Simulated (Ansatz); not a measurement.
# Ga5CuSe8: the cost of one run

Method: DFT PBEsol, scalar-relativistic, plane waves, PAW, in Ansatz 0.2.0.

## 1. The starting structure

It takes space group P-42m (No. 111, tetragonal). Conventional cell: a = 5.474 Å, b = 5.474 Å, c = 11.195 Å, α = 90.00°, β = 90.00°, γ = 90.00°. Around Ga (site symmetry 2) lie 4 Se at 2.39 to 2.48 Å. Around Ga (site symmetry -42m) lie 4 Se at 2.43 Å. Cu (site symmetry -42m) has 4 Se at 2.41 Å in its first shell of neighbours. Se (site symmetry m) is surrounded by 3 Ga at 2.43 to 2.48 Å. Se (site symmetry m) is surrounded by 2 Ga at 2.39 Å and 1 Cu at 2.41 Å.

Structure file:

```
CELL_PARAMETERS angstrom
5.47385 0.00000 0.00000
0.00000 5.47385 0.00000
0.00000 0.00000 11.19478
ATOMIC_POSITIONS crystal
Ga 0.00000 0.50000 0.25485
Ga 0.50000 0.00000 0.74515
Ga 0.00000 0.50000 0.74515
Ga 0.50000 0.00000 0.25485
Ga 0.00000 0.00000 0.00000
Cu 0.50000 0.50000 0.50000
Se 0.26454 0.26454 0.11677
Se 0.73546 0.73546 0.11677
Se 0.26454 0.73546 0.88323
Se 0.73546 0.26454 0.88323
Se 0.24113 0.24113 0.61951
Se 0.75887 0.75887 0.61951
Se 0.24113 0.75887 0.38049
Se 0.75887 0.24113 0.38049
```

Source of the structure: the Materials Project (structure only).

(A quick probe on a coarse mesh, which set the mesh and smearing, is not shown.)

## 3. Relaxing cell and atoms

The input, input.yaml:

```yaml
crystal:
  lattice:
    - [5.47384903, 0.0, 0.0]
    - [0.0, 5.47384903, 0.0]
    - [0.0, 0.0, 11.19477737]
  atoms:
    - { symbol: Ga, position: [0.0, 0.5, 0.25485053] }
    - { symbol: Ga, position: [0.5, 0.0, 0.74514947] }
    - { symbol: Ga, position: [0.0, 0.5, 0.74514947] }
    - { symbol: Ga, position: [0.5, 0.0, 0.25485053] }
    - { symbol: Ga, position: [0.0, 0.0, 0.0] }
    - { symbol: Cu, position: [0.5, 0.5, 0.5] }
    - { symbol: Se, position: [0.26454473, 0.26454473, 0.11677023] }
    - { symbol: Se, position: [0.73545527, 0.73545527, 0.11677023] }
    - { symbol: Se, position: [0.26454473, 0.73545527, 0.88322977] }
    - { symbol: Se, position: [0.73545527, 0.26454473, 0.88322977] }
    - { symbol: Se, position: [0.24112575, 0.24112575, 0.61950542] }
    - { symbol: Se, position: [0.75887425, 0.75887425, 0.61950542] }
    - { symbol: Se, position: [0.24112575, 0.75887425, 0.38049458] }
    - { symbol: Se, position: [0.75887425, 0.24112575, 0.38049458] }
basis:
  ecutwfc: 420
kpoints:
  mp_grid: { grid: [8, 8, 4] }
hamiltonian:
  xc: pbesol
scf:
  occupations: { method: gaussian, width: 0.02 }
output:
  forces: true
  stress: true
  eigenvalues: true
  write_density: true
  write_potential: true
  elf: true
  volumetric_format: npy
relax:
  adjacent_minimum: "off"
  f_tol: 0.005
  max_steps: 80
  cell: { stress_tol: 0.05 }
```

Launch:

```bash
$ ansatz run input.yaml --threads 8 --pin off --max-ram 22528MiB --backend cpu --events-out ev --progress --plain --runs-dir out
```

**Question.** How long does this run take on 8 threads of Intel Xeon at 2.50GHz (Skylake/Cascade Lake), shared host, and how much memory does it need?

About 5 min, with a peak of 2.9 GiB.
